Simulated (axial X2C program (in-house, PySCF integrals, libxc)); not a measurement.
**InC: bond curves with and without spin–orbit coupling**

Aim: find the lowest determinant of InC, scan the bond at several levels and fit the constants, once spin-free and once with spin–orbit coupling.

Program: an in-house X2C program for linear molecules on PySCF integrals. Level of theory: all-electron X2C, In dyall-cv3z, C dyall-v3z. These are calculated values, not measurements.

## 1. Input

task.json reads:

```json
{
 "zs": [
  49,
  6
 ],
 "q": 0,
 "bas": [
  "dyall-cv3z",
  "dyall-v3z"
 ],
 "levels": [
  "PBE0",
  "HF",
  "BP86"
 ],
 "cc": true,
 "r0": 2.03,
 "thr": -2.0,
 "nmax": 110,
 "npts": 10,
 "nst": 2,
 "ntry": 8
}
```

Keys: zs atomic numbers; q charge; bas basis sets; levels methods (HF also brings MP2); cc coupled cluster on or off; r0 starting distance in Å; thr threshold in hartree for freezing inner shells (an s shell follows its p shell); nmax most natural virtual spinors; npts points asked for on the curve; nst determinants followed; ntry starts of the search.

On the command line:

```bash
$ python so2c.py task.json out
```

Spin-free means the one-electron spin-free X2C Hamiltonian; two-component (2c) means X2C with spin–orbit coupling and atomic mean-field two-electron Coulomb and Gaunt terms. Basis: In dyall-cv3z contracted to [11s12p9d4f1g], C dyall-v3z contracted to [7s6p2d1f]; Gaussian nuclei, density fitting. Masses: In 114.904 u, C 12.000 u.

Notation: σ, π±, δ± give the projection m of an orbital's angular momentum (0, ±1, ±2), α and β its spin, Λ and M_S the sums; ω is the projection of a spinor's total angular momentum and Ω the sum. Logs are in hartree.

The results follow Hamiltonian by Hamiltonian and level by level.

## 2. State search with PBE0

PBE0 moves the distance from 2.030 Å to 2.209 Å and compares determinants there.

Spin-free determinants:

| ΔE (eV) | state | open shells |
| --- | --- | --- |
| 0.00 | M_S = 3/2, Λ = 0 | beyond closed shells: σα, π+α, π-α |
| 0.55 | M_S = 1/2, Λ = 0 | beyond closed shells: σβ, π+α, π-α |
| 1.32 | M_S = 1/2, Λ = 0 | beyond closed shells: σα, π+β, π-α |
| 1.32 | M_S = 1/2, Λ = 2 | beyond closed shells: σα, π+α, π+β |
| 1.69 | M_S = 1/2, Λ = 1 | beyond closed shells: π+α |
| 1.78 | M_S = 1/2, Λ = 1 | beyond closed shells: π+α, π+β, π-α |
| 2.98 | M_S = 3/2, Λ = 1 | beyond closed shells: 2 × π+α, π-α |

Two-component determinants:

```
ΔE (eV)    state                                  open shells
   0.00  Ω = 3/2                excess of +ω over −ω: ω = 3/2
   0.55  Ω = 1/2  excess of +ω over −ω: 2 × ω = -1/2, ω = 3/2
   1.28  Ω = 1/2                excess of +ω over −ω: ω = 1/2
   1.32  Ω = 5/2   excess of +ω over −ω: 2 × ω = 1/2, ω = 3/2
   1.37  Ω = 1/2                excess of +ω over −ω: ω = 1/2
   3.08  Ω = 5/2  excess of +ω over −ω: ω = -1/2, 2 × ω = 3/2
   3.65  Ω = 7/2   excess of +ω over −ω: ω = 1/2, 2 × ω = 3/2
```

## 3. PBE0, spin-free

State followed: M_S = 3/2, Λ = 0 (beyond closed shells: σα, π+α, π-α). The scan is laid around 2.209 Å, a first estimate of the minimum, and this SCF restarts from the orbitals of the search.

Output at 2.209 Å:

```text
spin-free X2C-1e  PBE0
basis functions 171  fitting functions 906  grid points 5081
iter        total energy     max residual
   1      -5918.593985815     2.15e-05
   2      -5918.593985815     2.53e-05
   3      -5918.593985819     1.90e-06
   4      -5918.593985819     2.14e-06
converged
one-electron -8285.13823377  Coulomb 2462.37206003  exact exchange -40.93390387  xc functional -125.32310695  nuclear repulsion 70.42919874
```

Along the bond, energies from the lowest point:

```csv
R (Å),E (eV),μ (D),HOMO (eV),LUMO (eV),iterations
1.922,0.5313,-1.78,-6.06,-2.70,12
2.010,0.2154,-2.06,-6.11,-2.56,11
2.076,0.0825,-2.29,-6.13,-2.47,11
2.143,0.0159,-2.54,-6.14,-2.39,11
2.209,0.0000,-2.80,-6.14,-2.33,4
2.286,0.0293,-3.12,-6.12,-2.27,11
2.364,0.0961,-3.45,-6.09,-2.23,10
2.463,0.2194,-3.88,-5.97,-2.21,11
2.584,0.4045,-4.39,-5.76,-2.21,11
2.761,0.7033,-5.11,-5.49,-2.25,12
```

Dipoles are positive if C is the positive end.

Outer orbitals at the reference distance:

| symmetry | occupied | ε (eV) | atomic character |
| --- | --- | --- | --- |
| σα | yes | -21.58 | 96% In d, 2% C s |
| δ+α | yes | -21.47 | 100% In d |
| δ-α | yes | -21.47 | 100% In d |
| δ-β | yes | -21.44 | 100% In d |
| δ+β | yes | -21.44 | 100% In d |
| σβ | yes | -21.38 | 98% In d |
| π-α | yes | -21.37 | 100% In d |
| π+α | yes | -21.37 | 100% In d |
| π-β | yes | -21.28 | 100% In d |
| π+β | yes | -21.28 | 100% In d |
| σα | yes | -16.16 | 71% C s, 10% In s, 9% In p |
| σβ | yes | -12.67 | 59% C s, 23% In s, 8% In p |
| σα | yes | -9.63 | 54% In s, 35% C p, 7% C s |
| σβ | yes | -8.01 | 56% In s, 15% C s, 12% In p |
| π-α | yes | -6.50 | 83% C p, 12% In p, 4% In d |
| π+α | yes | -6.50 | 83% C p, 12% In p, 4% In d |
| σα | yes | -6.14 | 48% C p, 29% In p, 21% In s |
| π-β | no | -2.33 | 69% In p, 30% C p |
| π+β | no | -2.33 | 69% In p, 30% C p |
| σβ | no | -2.06 | 54% C p, 30% In p, 9% In s |
| π+α | no | -1.56 | 83% In p, 11% C p, 4% In d |

PBE0 fields in the half plane through the axis: z from -2.4 to 4.5 Å across, distance from the axis 0.15 to 2.25 Å upwards; In lies at z = 0 and C at z = 2.209 Å; the ELF is damped to zero where the density is low.

log10 density (e/bohr³). Ten even steps from ' ' (-4.78 ) to '@' (1.81 ):
```
......::::::::::::::::::::::::::::::......      
....::::::------------::::::::::::::::::....    
..::::--------------------------------::::....  
::::------==========================----::::....
::::----====++++++++==================----::::..
::----====++++******++++++++++++++++====----::..
::----====++**######**++++++******++++==----::..
::----==++++##%%@@%%##++++++**####**++====--::..
```

ELF. Ten even steps from '0' (0.00 ) to '9' (0.92 ):
```
000133332100001110000000
003566653211112332110000
037887654322234555421000
379986533222346777642100
599975322222368898864200
799863345422489999986310
899853488842488579997410
999843738372484828997520
```

Re = 2.200 Å, ωe = 475 cm⁻¹, ωexe = 2.74 cm⁻¹, Be = 0.3205 cm⁻¹, De = 2.97 eV, μ = -2.77 D.

## 4. HF, spin-free

The SCF at the reference distance of 2.209 Å:

```text
spin-free X2C-1e  HF
basis functions 171  fitting functions 906  grid points 5081
iter        total energy     max residual
   1      -5916.072590492     2.05e-01
   2      -5916.099255406     6.87e-03
   3      -5916.101498159     5.25e-03
   4      -5916.102288047     3.51e-03
   5      -5916.102588460     2.62e-03
   6      -5916.102867010     1.23e-03
   7      -5916.102968475     4.35e-04
   8      -5916.102979560     1.14e-04
   9      -5916.102980373     6.87e-05
  10      -5916.102980490     3.06e-05
  11      -5916.102980522     8.07e-06
  12      -5916.102980526     2.41e-06
  13      -5916.102980526     8.92e-07
converged
one-electron -8284.54524947  Coulomb 2461.88030479  exact exchange -163.86723458  xc functional 0.00000000  nuclear repulsion 70.42919874
```

Re = 2.231 Å, ωe = 481 cm⁻¹, ωexe = 2.75 cm⁻¹, Be = 0.3117 cm⁻¹, De = 1.99 eV, μ = -2.62 D.

## 5. BP86, spin-free

The SCF at the reference distance of 2.209 Å:

```text
spin-free X2C-1e  BP86
basis functions 171  fitting functions 906  grid points 5081
iter        total energy     max residual
   1      -5919.669492073     7.89e-02
   2      -5919.673495643     9.70e-03
   3      -5919.667331742     2.87e-02
   4      -5919.674386303     2.37e-03
   5      -5919.674451142     9.18e-04
   6      -5919.674460102     1.64e-04
   7      -5919.674460523     8.50e-05
   8      -5919.674460617     1.41e-05
   9      -5919.674460624     7.68e-06
  10      -5919.674460624     7.13e-07
converged
one-electron -8285.02036660  Coulomb 2462.22739122  exact exchange 0.00000000  xc functional -167.31068398  nuclear repulsion 70.42919874
```

Re = 2.216 Å, ωe = 451 cm⁻¹, ωexe = 2.86 cm⁻¹, Be = 0.3158 cm⁻¹, De = 3.10 eV, μ = -2.69 D.

## 6. MP2 and beyond, spin-free

Correlated methods: 17 electrons correlated (frozen shells, counted by type: In 4 s, 3 p, 1 d; C 1 s), 235 virtual spinors in MP2, 109 natural virtuals in coupled cluster.

Output of the correlated part at 2.209 Å:

```text
correlated 17  virtual 235  natural virtual 109  E(MP2) -0.576773201  MP2 remainder -0.028953393
iter   CCSD correlation   residual
   1     -0.516857489   1.34e-01
   2     -0.530213060   5.10e-02
   3     -0.532178669   2.61e-02
   4     -0.532442784   1.31e-02
   5     -0.532835126   6.55e-03
   6     -0.532873007   2.25e-03
   7     -0.532864925   6.08e-04
   8     -0.532874284   2.53e-04
   9     -0.532866205   9.57e-05
  10     -0.532867494   2.88e-05
  11     -0.532866980   9.20e-06
  12     -0.532867130   3.47e-06
  13     -0.532867130   1.23e-06
(T) -0.017817877  T1 0.0338  D1 0.0880  max T2 0.064
```

T1 in the output is the amplitude norm over the root of the electron number; divide by √2 for the Lee–Taylor value.

MP2: Re = 2.204 Å, ωe = 483 cm⁻¹, Be = 0.3195 cm⁻¹, De = 2.72 eV.

CCSD: Re = 2.211 Å, ωe = 473 cm⁻¹, Be = 0.3173 cm⁻¹, De = 2.65 eV. T1 at Re = 0.024 (Lee–Taylor, the printed value over √2).

CCSD(T): Re = 2.208 Å, ωe = 474 cm⁻¹, Be = 0.3182 cm⁻¹, De = 2.69 eV. T1 at Re = 0.024 (Lee–Taylor, the printed value over √2).

## 7. A higher determinant, spin-free

State: M_S = 1/2, Λ = 0 (beyond closed shells: σβ, π+α, π-α).

Output at the reference distance:

```text
spin-free X2C-1e  PBE0
basis functions 171  fitting functions 906  grid points 5081
iter        total energy     max residual
   1      -5918.573640197     1.55e-05
   2      -5918.573640201     1.74e-05
   3      -5918.573640203     1.83e-06
converged
one-electron -8284.93606625  Coulomb 2462.16024791  exact exchange -40.92351905  xc functional -125.30350154  nuclear repulsion 70.42919874
```

| R (Å) | E above the lowest PBE0 point (eV) |
| --- | --- |
| 1.922 | 1.041 |
| 2.010 | 0.741 |
| 2.076 | 0.619 |
| 2.143 | 0.562 |
| 2.209 | 0.554 |
| 2.286 | 0.590 |
| 2.364 | 0.661 |
| 2.463 | 0.787 |
| 2.584 | 0.970 |

Re = 2.188 Å, ωe = 478 cm⁻¹, ωexe = 3.09 cm⁻¹, Be = 0.3241 cm⁻¹, μ = -3.01 D. ⟨S²⟩ = 1.77 against 0.75 for a pure state, so this determinant mixes spins. Te = 0.55 eV.

## 8. The spin-free curves together

Energy (eV) of the followed determinant, spin-free, from each level's lowest point:

```
R (Å)   PBE0     HF    MP2   CCSD  CCSD(T)   BP86
1.922  0.531  0.698  0.558    n/a      n/a  0.555
2.010  0.215  0.309  0.230  0.244    0.237  0.236
2.076  0.082  0.136  0.090  0.099    0.095  0.098
2.143  0.016  0.039  0.019  0.023    0.021  0.024
2.209  0.000  0.000  0.000  0.000    0.000  0.000
2.286  0.029  0.011  0.028  0.023    0.025  0.018
2.364  0.096  0.065  0.096  0.085    0.088  0.072
2.463  0.219  0.180  0.224  0.206    0.210  0.177
2.584  0.405  0.361  0.419    n/a      n/a  0.338
2.761  0.703  0.662  0.740    n/a      n/a  0.601
```

[end of part 1 of 2]
